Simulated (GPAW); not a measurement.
The system is Ir3Rh.

```xyz
4
Lattice="3.8403 0.0000 0.0000 0.0000 3.8403 0.0000 0.0000 0.0000 3.8403" Properties=species:S:1:pos:R:3 pbc="T T T"
Ir    1.9202    1.9202    0.0000
Ir    0.0000    1.9202    1.9202
Ir    1.9202    0.0000    1.9202
Rh    0.0000    0.0000    0.0000
```

The cell comes from a database or a generator and needn't be the stable form of this composition.

Base run:

```yaml
Program: GPAW 26.7.0
Functional: PBEsol
Potentials_or_basis: PAW data sets generated in the run's folder for this functional
Cutoff: 600 eV
Basis: pw
k_mesh: 7 × 7 × 7
Occupations: fermi-dirac, width 0.05 eV
Spin: no spin polarisation
```

Its results: pressure -6.3 GPa.

Q: After a change of settings the same cell gave: pressure -13.0 GPa. Which change was it?
A. functional from PBEsol to LDA; potentials or basis from PAW data sets generated in the run's folder for this functional to the program's PAW data sets (release 1.2.1) made for this functional
B. band points from 60 to 100
C. spin from no spin polarisation to spin-orbit coupling, no magnetisation; band points from 60 to 100

A: A.
